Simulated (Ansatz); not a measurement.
# Al (fcc type): how the settings move a single-point run

Question: which choices in the input matter for Al (fcc type)?

Method: reference: DFT, r2SCAN, PAW with Ansatz's default frozen-core files, scalar-relativistic, in Ansatz 0.2.0.

## Step 1: Starting point

The structure is cubic, space group Fm-3m (No. 225). The conventional cell has a = 3.992 Å, b = 3.992 Å, c = 3.992 Å, α = 90.00°, β = 90.00°, γ = 90.00°. Around Al (site symmetry m-3m) lie 12 Al at 2.82 Å.

As a file:

```xyz
3
Lattice="0.0000 1.9961 -1.9961 -1.9961 0.0000 1.9961 3.9922 3.9922 3.9922" Properties=species:S:1:pos:R:3 pbc="T T T"
Al    0.0000    0.0000    0.0000
Al    0.0000    1.9961    1.9961
Al    1.9961    3.9922    1.9961
```

## Step 2: The reference run

File input.yaml:

```yaml
crystal:
  lattice:
    - [0.0, 1.9961079892, -1.9961079892]
    - [-1.9961079892, 0.0, 1.9961079892]
    - [3.9922159783, 3.9922159783, 3.9922159783]
  atoms:
    - { symbol: Al, position: [0.0, 0.0, 0.0] }
    - { symbol: Al, position: [0.333333333, 0.666666667, 0.333333333] }
    - { symbol: Al, position: [0.666666667, 0.333333333, 0.666666667] }
kpoints:
  mp_grid: { grid: [13, 13, 5] }
scf:
  occupations: { method: fermi_dirac, width: 0.05 }
hamiltonian:
  xc: r2scan
  pseudopotentials: { kind: paw }
output:
  forces: true
  stress: true
  eigenvalues: true
```

Started as:

```bash
$ ansatz run input.yaml --threads 2 --pin off --max-ram 4096MiB --backend cpu --events-out ev --progress --plain --runs-dir out
```

## Step 3: Variant: xc_grid 1

Edit input.yaml of step 2 so:

```diff
@@ -20 +20,3 @@
   eigenvalues: true
+basis:
+  xc_grid: 1
```

Q: Predict the outcome of this session. Wanted: for each run, ending; energy change; pressure; gap; force.

As calculated:

| run | ending | energy change | pressure (GPa) | gap (eV) | force (eV/Å) | cycles | time |
| --- | --- | --- | --- | --- | --- | --- | --- |
| reference | converged | 0 | 0.0 | 0.00 | 0.00 | 6 | 2.5 s |
| 1: xc_grid 1 | converged | 0.0 meV/atom | -0.1 | 0.00 | 0.00 | 6 | 2.5 s |

Residual by cycle in the longest SCF loop of each run; runs are numbered as in the table. The quantity is the density residual dr2, in eV.

| cycle | reference | run 1 |
| --- | --- | --- |
| 1 | 0.00571 | 0.00569 |
| 2 | 0.00434 | 0.00433 |
| 3 | 2.1e-5 | 2.1e-5 |
| 4 | 4.4e-6 | 4.3e-6 |
| 5 | 1.2e-8 | 1.1e-8 |
| 6 | 3.7e-9 | 3.6e-9 |

**Reading.** Changing the numerical grids hardly moves the energy: 0.0 meV/atom.
